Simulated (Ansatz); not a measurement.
Consider cell relaxations under several functionals of Sc₃SnB, space group Pm-3m (the Python package of Ansatz (0.2.0)).

`sc3snb.py`:
```python
'''Relaxed cell of Sc3SnB under several functionals.'''

import ansatz as az
import numpy as np
from pymatgen.core import Lattice, Structure
from pymatgen.io.ase import AseAtomsAdaptor

def edges_and_angles(cell):
    cell = np.asarray(cell)
    a, b, c = np.linalg.norm(cell, axis=1)
    cosines = cell[1] @ cell[2] / (b * c), cell[0] @ cell[2] / (a * c), cell[0] @ cell[1] / (a * b)
    return (a, b, c, *np.degrees(np.arccos(cosines)))

pmg_structure = Structure(
    Lattice([(4.571, 0.0, 0.0), (0.0, 4.571, 0.0), (0.0, 0.0, 4.571)]),
    ['Sc', 'Sc', 'Sc', 'Sn', 'B'],
    [
        (0.0, 0.5, 0.5),
        (0.5, 0.0, 0.5),
        (0.5, 0.5, 0.0),
        (0.0, 0.0, 0.0),
        (0.5, 0.5, 0.5),
    ],
)
cell = az.Crystal.from_ase(AseAtomsAdaptor.get_atoms(pmg_structure))

model = (
    cell.calculation()
    .scf(extra_bands=2, lower_state_search='light')
    .kpoints(mesh=(4, 4, 4), center='monkhorst-pack')
    .occupations('methfessel_paxton', width=0.01)
    .relax(cell=True, max_steps=100)
)

levels = [('pbesol', 'none'), ('pbesol', 'd3bj'), ('lda', 'none')]
print('level            a       b       c    alpha   beta  gamma  V/atom  steps')
for name, dispersion in levels:
    seen = []
    run = model.functional(name, dispersion=dispersion).session().plan()
    done = run.execute(on_event=lambda e: seen.append(e) if e['event'] == 'relax_step' else None)
    cell = done.lattice.cell_ang
    label = name if dispersion == 'none' else f'{name}+{dispersion}'
    print('{:13s} {:7.4f} {:7.4f} {:7.4f} {:6.2f} {:6.2f} {:6.2f}'.format(label, *edges_and_angles(cell)), f'{abs(np.linalg.det(cell)) / len(done.lattice.sites):7.3f} {len(seen):5d}')
```

Rank the levels of theory by the volume of the relaxed cell.

From smallest to largest: PBEsol+D3BJ (18.77 Å³ an atom, -1.7 % against the start), LDA (18.85 Å³ an atom, -1.3 % against the start) and PBEsol (19.49 Å³ an atom, +2.0 % against the start). The spread is 3.8 % in volume.

What the script printed:

```console
$ python sc3snb.py
level            a       b       c    alpha   beta  gamma  V/atom  steps
DeckWarning: basis.ecutwfc = 420 eV, auto-derived from the records' recommended cutoffs: set by Sc (normal level)
pbesol         4.6015  4.6015  4.6015  90.00  90.00  90.00  19.486     4
pbesol+d3bj    4.5448  4.5448  4.5448  90.00  90.00  90.00  18.775     4
lda            4.5507  4.5507  4.5507  90.00  90.00  90.00  18.848     4
```
(Warnings from the package without file and line.)

These settings explore the input space; cutoff and mesh may be short of convergence. Forces vanish by symmetry, so the ions can't move, and the end may be a saddle. The structure is a deposited one; some such entries were measured under pressure or heat, so a shift against it needn't be the functional's error alone. It ran for 9.6 s on 1 thread of Arm Neoverse V2, on a shared host, peak memory 0.49 GiB.
